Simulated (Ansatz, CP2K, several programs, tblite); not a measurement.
Energy against volume for Ga4Sb3P, ordered on the zincblende lattice (Pmm2) with 8 atoms a cell, at fixed shape and fractional coordinates, computed by several methods (PBE and r2SCAN, where shown, with plane waves in Ansatz); the cell shown is that of r2SCAN. With free coordinates or axes held, a curve is too stiff, and on another method's shape its minimum isn't the method's own volume. Space group Pmm2 (No. 25), orthorhombic; a = 4.219 Å, b = 8.443 Å, c = 5.943 Å in the conventional setting, 26.46 Å³ an atom. Around P lie 4 Ga at 2.39–2.47 Å; around Ga lie 2 P at 2.47 Å and 2 Sb at 2.64 Å; around Sb lie 4 Ga at 2.62–2.64 Å; around Ga lie 1 P at 2.39 Å and 3 Sb at 2.63–2.68 Å; around Sb lie 4 Ga at 2.62–2.68 Å; around Ga lie 4 Sb at 2.62 Å. Note: simulated data, non-magnetic, for a generated structure that need not be the stable one. Energies count from each curve's lowest point; fits are third-order Birch-Murnaghan.

```cif
data_structure
_symmetry_space_group_name_H-M 'P 1'
_symmetry_Int_Tables_number 1
_cell_length_a 4.2188
_cell_length_b 8.4425
_cell_length_c 5.9431
_cell_angle_alpha 90.000
_cell_angle_beta 90.000
_cell_angle_gamma 90.000
_cell_volume 211.68
loop_
_atom_site_label
_atom_site_type_symbol
_atom_site_fract_x
_atom_site_fract_y
_atom_site_fract_z
_atom_site_occupancy
P1 P 0.00000 0.00000 0.00099 1
Ga1 Ga 0.50000 0.00000 0.78612 1
Sb1 Sb 0.50000 0.76103 0.50030 1
Ga2 Ga 0.00000 0.77074 0.23691 1
Sb2 Sb 0.00000 0.50000 0.00056 1
Ga3 Ga 0.50000 0.50000 0.73789 1
Sb3 Sb 0.50000 0.23897 0.50030 1
Ga4 Ga 0.00000 0.22926 0.23691 1
```

PBE/DZVP (CP2K), on the shape of the cell shown:
```
V (Å³/atom)  E (meV/atom)
     23.284        160.02
     24.872         60.22
     26.459         12.68
     28.047          0.00
     29.635         21.04
```
The points scatter about a smooth fit, so no fit is quoted.

GFN1-xTB (tblite), on the shape of the cell shown, as a cluster of 32 atoms at the zone centre:

| V (Å³/atom) | E (meV/atom) |
| --- | --- |
| 23.284 | 319.97 |
| 24.872 | 142.10 |
| 26.459 | 44.99 |
| 28.047 | 3.24 |
| 29.635 | 0.00 |

The lowest point is an end point, so the minimum isn't bracketed.

PBE/SZV (CP2K), on the shape of the cell shown:
```
V (Å³/atom)  E (meV/atom)
     23.284        199.32
     24.872         79.36
     26.459         18.99
     28.047          0.00
     29.635         17.36
```
The points scatter about a smooth fit, so no fit is quoted.

light PBE (260 eV, its own mesh), on the shape of the cell shown:

| V (Å³/atom) | E (meV/atom) |
| --- | --- |
| 24.343 | 108.20 |
| 25.401 | 60.31 |
| 26.459 | 50.49 |
| 27.518 | 0.00 |
| 28.576 | 24.01 |
| 29.635 | 28.17 |

The points scatter about a smooth fit, as a low cutoff and a light mesh can make them, so no fit is quoted.

PBE, on the shape of its own relaxed cell:

| V (Å³/atom) | E (meV/atom) |
| --- | --- |
| 25.831 | 17.47 |
| 26.655 | 4.18 |
| 27.479 | 0.00 |
| 28.304 | 3.64 |
| 29.128 | 13.85 |

V₀ = 27.49 Å³ an atom and B₀ = 50 GPa.
